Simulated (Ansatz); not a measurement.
# AgB2Au: the cost of one run

Program: Ansatz 0.2.0. Level of theory: DFT PBE, scalar-relativistic, plane waves, PAW. These are calculated values, not measurements.

### Step 1. Starting point

The structure is cubic, space group Fd-3m (No. 227). The conventional cell has a = 8.140 Å, b = 8.140 Å, c = 8.140 Å, α = 90.00°, β = 90.00°, γ = 90.00°. Ag (site symmetry -43m) has 12 B at 3.37 Å and 4 Ag at 3.52 Å and 4 Au at 3.52 Å as nearest neighbours. Around B (site symmetry -3m) lie 2 Au at 1.76 Å. Around Au (site symmetry -43m) lie 4 B at 1.76 Å.

Coordinates:

```cif
data_structure
_symmetry_space_group_name_H-M 'P 1'
_symmetry_Int_Tables_number 1
_cell_length_a 5.7559
_cell_length_b 5.7559
_cell_length_c 5.7559
_cell_angle_alpha 60.000
_cell_angle_beta 60.000
_cell_angle_gamma 60.000
_cell_volume 134.84
loop_
_atom_site_label
_atom_site_type_symbol
_atom_site_fract_x
_atom_site_fract_y
_atom_site_fract_z
_atom_site_occupancy
Ag1 Ag 0.75000 0.75000 0.75000 1
Ag2 Ag 0.50000 0.50000 0.50000 1
B1 B 0.12500 0.12500 0.12500 1
B2 B 0.12500 0.12500 0.62500 1
B3 B 0.12500 0.62500 0.12500 1
B4 B 0.62500 0.12500 0.12500 1
Au1 Au 0.00000 0.00000 0.00000 1
Au2 Au 0.25000 0.25000 0.25000 1
```

A structure generator made this guess: random cell by space group and Wyckoff sites (Fd-3m, No. 227). The dimensions are guesses.

### Step 2. Probe: one point on a coarse mesh

The input, input.yaml:

```yaml
crystal:
  lattice:
    - [0.0, 4.07003405, 4.07003405]
    - [4.07003405, 0.0, 4.07003405]
    - [4.07003405, 4.07003405, 0.0]
  atoms:
    - { symbol: Ag, position: [0.75, 0.75, 0.75] }
    - { symbol: Ag, position: [0.5, 0.5, 0.5] }
    - { symbol: B, position: [0.125, 0.125, 0.125] }
    - { symbol: B, position: [0.125, 0.125, 0.625] }
    - { symbol: B, position: [0.125, 0.625, 0.125] }
    - { symbol: B, position: [0.625, 0.125, 0.125] }
    - { symbol: Au, position: [0.0, 0.0, 0.0] }
    - { symbol: Au, position: [0.25, 0.25, 0.25] }
basis:
  ecutwfc: 420
kpoints:
  mp_grid: { grid: [4, 4, 4] }
hamiltonian:
  xc: pbe
scf:
  occupations: { method: gaussian, width: 0.1 }
  lower_state_search: "off"
output:
  forces: true
  stress: true
  eigenvalues: true
```

Started as:

```sh
ansatz run input.yaml --threads 1 --pin off --max-ram 2560MiB --backend cpu --events-out ev --progress --plain --runs-dir out
```

**Question.** How long does this run take on 1 thread of Arm Neoverse V1, shared host, and how much memory does it need?

About 3.8 s, with a peak of 0.4 GiB.
